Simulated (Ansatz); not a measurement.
# H₄INSi (SMILES N[SiH2]I): functionals against CCSD(T) at one geometry

The atoms stand at a structure displaced at random from a GFN2-xTB minimum. How far do the functionals agree with CCSD(T) there?

The runs use Ansatz 0.2.0, Gaussian basis; single points in def2-TZVPP.

Correlated methods freeze the cores. Filled d shells of the heavier atoms are correlated. Core potentials replace the inner electrons past krypton, and spin-orbit coupling is left out.

## Step 1: The starting structure

SMILES `N[SiH2]I`, 7 atoms, charge 0, spin multiplicity 1.

Atoms are counted from 1 here; the program's logs count them from 0.

Bond lengths: N1–Si2 1.770 Å, N1–H4 1.113 Å, N1–H5 1.140 Å, Si2–I3 2.437 Å, Si2–H6 1.576 Å, Si2–H7 1.524 Å. Angles: Si2–N1–H4 128.8°, Si2–N1–H5 116.0°, H4–N1–H5 109.9°, N1–Si2–I3 103.0°, N1–Si2–H6 105.6°, N1–Si2–H7 113.3°, I3–Si2–H6 107.2°, I3–Si2–H7 105.1°, H6–Si2–H7 121.1°.

As a file:

```xyz
7
charge 0, multiplicity 1
N    -0.9494    0.0432   -0.5055
Si    0.6260    0.1548    0.2930
I     0.8841   -2.0475    1.3047
H    -1.4080   -0.8286   -1.0239
H    -1.3577    1.0138   -0.9418
H     0.4336    1.1887    1.4669
H     1.7887    0.2813   -0.6847
```

## Step 2: CCSD(T)/def2-TZVPP

run/in.yaml

```yaml
crystal:
  periodic: [false, false, false]
  atoms:
    - {symbol: N, position_ang: [-0.949400, 0.043200, -0.505500]}
    - {symbol: Si, position_ang: [0.626000, 0.154800, 0.293000]}
    - {symbol: I, position_ang: [0.884100, -2.047500, 1.304700]}
    - {symbol: H, position_ang: [-1.408000, -0.828600, -1.023900]}
    - {symbol: H, position_ang: [-1.357700, 1.013800, -0.941800]}
    - {symbol: H, position_ang: [0.433600, 1.188700, 1.466900]}
    - {symbol: H, position_ang: [1.788700, 0.281300, -0.684700]}
basis:
  gaussian: {orbitals: def2-TZVPP}
correlation: {method: ccsd_t}
output: {forces: true}
```

No record of the launch command was kept for these runs.

## Step 3: PBE0-D4/def2-TZVPP

run/in.yaml: that of step 2 with these lines changed.

```diff
@@ -12,3 +12,3 @@
   gaussian: {orbitals: def2-TZVPP}
-correlation: {method: ccsd_t}
-output: {forces: true}
+hamiltonian: {xc: pbe0, dispersion: d4}
+output: {forces: true, orbitals: {seedname: orbitals}}
```

## Step 4: wB97M-V/def2-TZVPP

run/in.yaml: that of step 3 with these lines changed.

```diff
@@ -12,3 +12,3 @@
   gaussian: {orbitals: def2-TZVPP}
-hamiltonian: {xc: pbe0, dispersion: d4}
-output: {forces: true, orbitals: {seedname: orbitals}}
+hamiltonian: {xc: {name: wB97M-V}}
+output: {forces: true}
```

## Step 5: r2SCAN-D4/def2-TZVPP

run/in.yaml: that of step 4 with these lines changed.

```diff
@@ -12,3 +12,3 @@
   gaussian: {orbitals: def2-TZVPP}
-hamiltonian: {xc: {name: wB97M-V}}
+hamiltonian: {xc: r2scan, dispersion: d4}
 output: {forces: true}
```

## Step 6: PBE-D4/def2-TZVPP

run/in.yaml: that of step 5 with these lines changed.

```diff
@@ -12,3 +12,3 @@
   gaussian: {orbitals: def2-TZVPP}
-hamiltonian: {xc: r2scan, dispersion: d4}
+hamiltonian: {xc: pbe, dispersion: d4}
 output: {forces: true}
```

## Step 7: BLYP-D4/def2-TZVPP

run/in.yaml: that of step 6 with these lines changed.

```diff
@@ -12,3 +12,3 @@
   gaussian: {orbitals: def2-TZVPP}
-hamiltonian: {xc: pbe, dispersion: d4}
+hamiltonian: {xc: {name: BLYP}, dispersion: d4}
 output: {forces: true}
```

## Step 8: LC-wPBE/def2-TZVPP

run/in.yaml: that of step 7 with these lines changed.

```diff
@@ -12,3 +12,3 @@
   gaussian: {orbitals: def2-TZVPP}
-hamiltonian: {xc: {name: BLYP}, dispersion: d4}
+hamiltonian: {xc: {name: LC-wPBE}}
 output: {forces: true}
```

(Steps that only read results are left out.)

What does the calculation give? Wanted: energy less free atoms, CCSD(T)/def2-TZVPP; RMS force component; RMS force error; HOMO and LUMO, PBE0-D4; T1 diagnostic.

The runs gave:

```
                                  quantity                                                                                           value
energy less free atoms, CCSD(T)/def2-TZVPP                                                                                      -20.444 eV
                       RMS force component                                                            1.320 to 1.528 eV/Å over the methods
                           RMS force error  PBE0-D4 0.070, wB97M-V 0.047, r2SCAN-D4 0.065, PBE-D4 0.159, BLYP-D4 0.192, LC-wPBE 0.123 eV/Å
                    HOMO and LUMO, PBE0-D4                                                                              -7.41 and -0.48 eV
                             T1 diagnostic                                                                                           0.009
```

Against CCSD(T) the functionals' energies less atoms differ by -0.921 to -0.311 eV, PBE-D4 by -0.921 eV. CCSD(T) in triple zeta still lacks some correlation energy of the bonds, so part of these gaps is its own basis error and they don't rank the functionals. On forces the order runs from wB97M-V to BLYP-D4. Frozen-core CCSD(T) forces in triple zeta carry basis errors of their own, and this is one geometry, so small gaps rank nothing.
